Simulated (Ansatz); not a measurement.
Predict the output of the script below (Ansatz's Python interface).

The script, `nb2alc_terms.py`:
```python
"""Dispersion, smearing and cutoff parts of the energy of Nb2AlC."""

import ansatz

SCF_TOL = 1e-05
OCCUPATIONS = "fermi_dirac"
SMEARING_WIDTH = 0.3
KSPACING = 0.29

structure = (
    ansatz.Lattice.from_parameters(3.12257, 3.12257, 13.938066, alpha=90, beta=90, gamma=120)
    .space_group(194)
    .atom("Al", (1 / 3, 2 / 3, 0.75))
    .atom("Nb", (1 / 3, 2 / 3, 0.089749))
    .atom("C", (0.0, 0.0, 0.0))
)

calc = (
    structure.calculation()
    .eigensolver("davidson")
    .scf(tolerance=SCF_TOL)
    .occupations(OCCUPATIONS, width=SMEARING_WIDTH)
    .kpoints(spacing=KSPACING)
)
with_term = calc.functional("pbesol", dispersion="d3bjatm").basis(340).cutoff_correction(490).run().report
without = calc.functional("pbesol").basis(340).run().report
finer = calc.functional("pbesol").basis(490).run().report
removed = ansatz.free_energy_without(with_term, ansatz.EnergyTerm.DISPERSION)
print(f"dispersion term            {with_term['components']['e_disp']:.5f} eV")
print(f"F less dispersion          {removed:.5f} eV, run without it {without['free_energy_ev']:.5f} eV")
print(f"F less smearing term       {ansatz.free_energy_without(without, ansatz.EnergyTerm.SMEARING):.5f} eV")
print(f"estimated gain to 490 eV   {with_term['cutoff_correction']['energy_ev']:.5f} eV, found {finer['free_energy_ev'] - without['free_energy_ev']:.5f} eV")
```

Output of `python nb2alc_terms.py`:
```text
DeckWarning: basis.ecutwfc = 340 eV is below the records' recommended 420 eV, and the density's cutoff is lower with it unless basis.ecutrho_ratio is high enough to keep the records' density cutoff: compare with a run at a higher cutoff
dispersion term            -3.40073 eV
F less dispersion          -19529.21860 eV, run without it -19529.21860 eV
F less smearing term       -19528.21036 eV
estimated gain to 490 eV   -0.12452 eV, found -0.12419 eV
```
(Warnings from the package without file and line.)

Caveats:
- These settings explore the input space; cutoff and mesh may be short of convergence.
- The cutoff lies under the one recommended for these potentials in some of the runs.
- Dispersion corrections can be off by several per cent in the lattices of metals, and by several GPa in the pressure at a fixed cell.
- The mesh is modest for a metal, so energies can be off by several to tens of meV an atom and pressures by half a GPa or more; differences at equal mesh fare better.
- A Fermi-Dirac width this large means warm electrons, whose thermal share enters the free energy.
- This cell is a computed structure, which may not be the phase found in nature.
- Timing: 20 s on 1 thread of Intel(R) Xeon(R) Platinum 8488C (Sapphire Rapids), on a shared host, peak memory 0.5 GiB.
